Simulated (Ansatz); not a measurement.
# GaSi3P: the cost of one run

Method: DFT PBE, scalar-relativistic, plane waves, PAW, in Ansatz 0.2.0.

3 further runs of the same task are left out: 3 set aside as unsound or not needed.

### Step 1. Starting point

It takes space group Fd-3m (No. 227, cubic). The conventional cell has a = 5.470 Å, b = 5.470 Å, c = 5.470 Å, α = 90.00°, β = 90.00°, γ = 90.00°. Si (site symmetry -43m) is surrounded by 4 Si at 2.37 Å.

As a file:

```
CELL_PARAMETERS angstrom
0.00000 2.73488 2.73488
2.73488 0.00000 2.73488
2.73488 2.73488 0.00000
ATOMIC_POSITIONS crystal
Si 0.50000 0.50000 0.50000
Si 0.75000 0.75000 0.75000
```

It is the result of an earlier relaxation at this level (volume 20.46 Å³/atom; gap on the mesh: 0.62 eV).

### Step 2. Building the stack

4 atoms of GaP (111) lie on 6 atoms of Si (111), with vacuum above and below. The planes that meet are Si and P. The film is shifted by (0.5, 0.5) of the plane's vectors.

The stack as built. Its planes from the bottom up:

```
plane  atoms per cell  height over the lowest (Å)
    1              Si                        0.00
    2              Si                        0.79
    3              Si                        3.16
    4              Si                        3.95
    5              Si                        6.32
    6              Si                        7.11
    7               P                        8.43
    8              Ga                        9.23
    9               P                       11.61
   10              Ga                       12.42
```

### Step 3. The interface relaxed

Input file input.yaml:

```yaml
crystal:
  lattice:
    - [3.8677060746, 0.0, 0.0]
    - [-1.9338530373, 3.349531715, 0.0]
    - [0.0, 0.0, 27.4180903893]
  atoms:
    - { symbol: Si, position: [0.3333333333, 0.6666666667, 0.2735420262] }
    - { symbol: Si, position: [0.0, 0.0, 0.3023365989] }
    - { symbol: Si, position: [0.0, 0.0, 0.3887203169] }
    - { symbol: Si, position: [0.6666666667, 0.3333333333, 0.4175148896] }
    - { symbol: Si, position: [0.6666666667, 0.3333333333, 0.5038986077] }
    - { symbol: Si, position: [0.3333333333, 0.6666666667, 0.5326931803] }
    - { symbol: P, position: [0.8333333333, 0.1666666667, 0.580836577] }
    - { symbol: Ga, position: [0.1666893069, 0.8333786138, 0.6101905074] }
    - { symbol: P, position: [0.1667638927, 0.8335277854, 0.6971040434] }
    - { symbol: Ga, position: [0.5001198663, 0.5002397325, 0.7264579738] }
basis:
  ecutwfc: 420
kpoints:
  mp_grid: { grid: [9, 9, 1] }
hamiltonian:
  xc: pbe
scf:
  occupations: { method: gaussian, width: 0.05 }
output:
  forces: true
  eigenvalues: true
  populations: true
  write_density: true
  write_potential: true
  elf: true
  volumetric_format: npy
relax:
  adjacent_minimum: "off"
  f_tol: 0.03
  max_steps: 70
efield:
  axis: 3
  dipole_correction: true
  ramp_width: 0.04
```

The run is started by

```sh
> ansatz run input.yaml --threads 4 --pin off --max-ram 10240MiB --backend cpu --events-out ev --progress --plain --runs-dir out
```

**Question.** How long does this run take on 4 threads of Intel Xeon 6975P-C (Granite Rapids), shared host, and how much memory does it need?

About 3.2 min, with a peak of 1.1 GiB.
